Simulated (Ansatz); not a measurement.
# CoAgC4N4: the cost of one run

Program: Ansatz 0.2.0. Level of theory: DFT PBE, scalar-relativistic, plane waves, PAW. These are calculated values, not measurements.

**1. Starting point**

The structure is cubic, space group P-43m (No. 215). Conventional cell: a = 6.004 Å, b = 6.004 Å, c = 6.004 Å, α = 90.00°, β = 90.00°, γ = 90.00°. Co (site symmetry -43m) has 4 N at 2.01 Å in its first shell of neighbours. Ag (site symmetry -43m) is surrounded by 4 C at 2.02 Å. Around C (site symmetry 3m) lie 1 N at 1.17 Å and 1 Ag at 2.02 Å. N (site symmetry 3m) is surrounded by 1 C at 1.17 Å and 1 Co at 2.01 Å.

As a file:

```xyz
10
Lattice="6.0039 0.0000 0.0000 0.0000 6.0039 0.0000 0.0000 0.0000 6.0039" Properties=species:S:1:pos:R:3 pbc="T T T"
Co    3.0019    3.0019    3.0019
Ag    0.0000    0.0000    0.0000
C     1.1674    1.1674    1.1674
C     1.1674    4.8365    4.8365
C     4.8365    1.1674    4.8365
C     4.8365    4.8365    1.1674
N     1.8429    1.8429    1.8429
N     1.8429    4.1610    4.1610
N     4.1610    1.8429    4.1610
N     4.1610    4.1610    1.8429
```

The cell is invented: two interpenetrating cyanide-bridged diamond nets (P-43m, No. 215). The dimensions are guesses.

**2. Probe: one point on a coarse mesh**

input.yaml

```yaml
crystal:
  lattice:
    - [6.00386545, 0.0, 0.0]
    - [0.0, 6.00386545, 0.0]
    - [0.0, 0.0, 6.00386545]
  atoms:
    - { symbol: Co, position: [0.5, 0.5, 0.5], spin: 3.0 }
    - { symbol: Ag, position: [0.0, 0.0, 0.0] }
    - { symbol: C, position: [0.19444177, 0.19444177, 0.19444177] }
    - { symbol: C, position: [0.19444177, 0.80555823, 0.80555823] }
    - { symbol: C, position: [0.80555823, 0.19444177, 0.80555823] }
    - { symbol: C, position: [0.80555823, 0.80555823, 0.19444177] }
    - { symbol: "N", position: [0.30695259, 0.30695259, 0.30695259] }
    - { symbol: "N", position: [0.30695259, 0.69304741, 0.69304741] }
    - { symbol: "N", position: [0.69304741, 0.30695259, 0.69304741] }
    - { symbol: "N", position: [0.69304741, 0.69304741, 0.30695259] }
basis:
  ecutwfc: 420
kpoints:
  mp_grid: { grid: [4, 4, 4] }
hamiltonian:
  xc: pbe
scf:
  occupations: { method: gaussian, width: 0.1 }
  lower_state_search: "off"
output:
  forces: true
  stress: true
  eigenvalues: true
  populations: true
magnetization:
  spin_polarized: true
```

On the command line:

```bash
$ ansatz run input.yaml --threads 1 --pin off --max-ram 2560MiB --backend cpu --events-out ev --progress --plain --runs-dir out
```

**Question.** How long does this run take on 1 thread of Intel Xeon Platinum 8259CL at 2.50GHz (Skylake/Cascade Lake), shared host, and how much memory does it need?

About 36 s, with a peak of 0.57 GiB.
